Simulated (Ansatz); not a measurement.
# Cl₂H₂Se₂Sn: small, medium and large basis sets

An exercise on one series of results from a longer session: the logs are not shown, and one member is left open.

The runs use Ansatz 0.2.0, Gaussian basis; one geometry, several basis sets.

The runs, in order: PBE0-D4/def2-SVP; ωB97M-V/def2-SVP; PBE0-D4/def2-QZVPP; ωB97M-V/def2-QZVPP; the functionals' def2-TZVPP values are taken from earlier runs.

## The relaxed structure

An earlier PBE0-D4 in a triple-zeta def2 set relaxation fixed the geometry. Sn takes the def2 core potential; no spin-orbit term is included.

SMILES `[Cl][Sn]([Cl])([SeH])[SeH]`, 7 atoms, charge 0, spin multiplicity 1.

Atoms are counted from 1 here; the program's logs count them from 0.

Bond lengths: Cl1–Sn2 2.315 Å, Sn2–Cl3 2.315 Å, Sn2–Se4 2.504 Å, Sn2–Se5 2.504 Å, Se4–H6 1.471 Å, Se5–H7 1.471 Å. Angles: Cl1–Sn2–Cl3 106.7°, Cl1–Sn2–Se4 112.6°, Cl1–Sn2–Se5 104.5°, Cl3–Sn2–Se4 104.4°, Cl3–Sn2–Se5 112.6°, Se4–Sn2–Se5 115.8°, Sn2–Se4–H6 90.3°, Sn2–Se5–H7 90.3°.

Set-up of the first run:

in.yaml

```yaml
crystal:
  periodic: [false, false, false]
  atoms:
    - {symbol: Cl, position_ang: [-0.686115, -2.600562, -0.427947]}
    - {symbol: Sn, position_ang: [0.146561, -0.542254, 0.228695]}
    - {symbol: Cl, position_ang: [1.615748, -0.943951, 1.972643]}
    - {symbol: Se, position_ang: [-1.612837, 0.936976, 1.222012]}
    - {symbol: Se, position_ang: [1.293074, 0.348251, -1.811603]}
    - {symbol: H, position_ang: [-2.229118, 1.106139, -0.102651]}
    - {symbol: H, position_ang: [1.533988, 1.627401, -1.126847]}
basis:
  gaussian: {orbitals: def2-SVP}
hamiltonian: {xc: pbe0, dispersion: d4}
output: {orbitals: {seedname: orbitals}}
```

Run with:

```sh
> ansatz run in.yaml --threads 4 --pin off --events-out ev --progress --plain --max-ram 11315MiB
```

Among the steps run: PBE0-D4 in def2-SVP; ωB97M-V in def2-SVP; PBE0-D4 in def2-QZVPP; ωB97M-V in def2-QZVPP.

One table of the session follows, with a row left open; its other results are not shown here.

It belongs to the step «Density functionals: the series». 

| functional | basis | HOMO (eV) | LUMO (eV) |
| --- | --- | --- | --- |
| PBE0-D4 | def2-SVP | -7.62 | -2.59 |
| PBE0-D4 | def2-TZVPP | -7.72 | -2.72 |
| PBE0-D4 | def2-QZVPP | -7.73 | -2.75 |
| ωB97M-V | def2-SVP | ? | ? |
| ωB97M-V | def2-TZVPP | -9.85 | -0.83 |
| ωB97M-V | def2-QZVPP | -9.87 | -0.89 |

Q: Estimate the row for ωB97M-V, def2-SVP from the others.

**Answer.** HOMO (eV): -9.72; LUMO (eV): -0.61. In the column «HOMO (eV)» it lies between ωB97M-V, def2-TZVPP (-9.85) and PBE0-D4, def2-QZVPP (-7.73).
